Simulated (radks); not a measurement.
# Fractional charge and spin in the 5s shell of cerium

Aim: the energy as the spin-up occupation of 5s runs from 0 to 1 and the spin-down one from 0 to 1, against the two flat planes that join the four corners. Added charge counts from the emptiest corner (up 0, down 0).

The numbers are computed with radks (a radial shooting solver on a logarithmic mesh, Libxc functionals) version 1 (scalar-relativistic Kohn-Sham, r2SCAN, spin-polarised, spherical densities, finite nucleus), except any that are marked as measured or tabulated.

**1. What is computed**

* element: cerium (Z = 58)
* configuration: [Kr] 4d10 4f(up 1, down 1) 5p6 5s(up 1, down 1)
* nuclear rms radius: 4.8771 fm

A shell typed twice in an input gives spin up, then spin down.

**2. 5s: up 1, down 1**

Settings of this run:

```text
Z 58
configuration [Kr] 4d10 4f1 4f1 5p6 5s1 5s1
relativity scalar-relativistic
functional r2scan,r2scan
spin polarised
nucleus finite rms 4.8771 fm
c 137.035999084
```

**3. 5s: up 1, down 0.5**

Settings of this run:

```text
Z 58
configuration [Kr] 4d10 4f1 4f1 5p6 5s1 5s0.5
relativity scalar-relativistic
functional r2scan,r2scan
spin polarised
nucleus finite rms 4.8771 fm
c 137.035999084
```

**4. 5s: up 1, down 0**

Settings of this run:

```text
Z 58
configuration [Kr] 4d10 4f1 4f1 5p6 5s1 5s0
relativity scalar-relativistic
functional r2scan,r2scan
spin polarised
nucleus finite rms 4.8771 fm
c 137.035999084
```

**5. 5s: up 0.5, down 0.5**

Settings of this run:

```text
Z 58
configuration [Kr] 4d10 4f1 4f1 5p6 5s0.5 5s0.5
relativity scalar-relativistic
functional r2scan,r2scan
spin polarised
nucleus finite rms 4.8771 fm
c 137.035999084
```

**6. 5s: up 0.5, down 0**

Settings of this run:

```text
Z 58
configuration [Kr] 4d10 4f1 4f1 5p6 5s0.5 5s0
relativity scalar-relativistic
functional r2scan,r2scan
spin polarised
nucleus finite rms 4.8771 fm
c 137.035999084
```

**7. 5s: up 0, down 0**

Settings of this run:

```text
Z 58
configuration [Kr] 4d10 4f1 4f1 5p6 5s0 5s0
relativity scalar-relativistic
functional r2scan,r2scan
spin polarised
nucleus finite rms 4.8771 fm
c 137.035999084
```

What does the calculation give? Wanted: for each run, down \ up; 0; 0.5; 1.

As calculated:

| down \ up | 0 | 0.5 | 1 |
| --- | --- | --- | --- |
| 0 | 0.000 | -1.573 | 0.000 |
| 0.5 | -1.573 | 0.398 | -1.475 |
| 1 | 0.000 | -1.475 | 0.000 |

In words: The table gives the energy in eV minus the planes, whose edge runs along up + down = one added electron; mirror points follow by spin symmetry. With half an added electron in each spin it lies 0.40 eV above the planes. With half an electron added in spin up alone it lies 1.57 eV below them. The planes are only a guide here: the condition holds for ground states with one frontier orbital, and this shell lies below others.
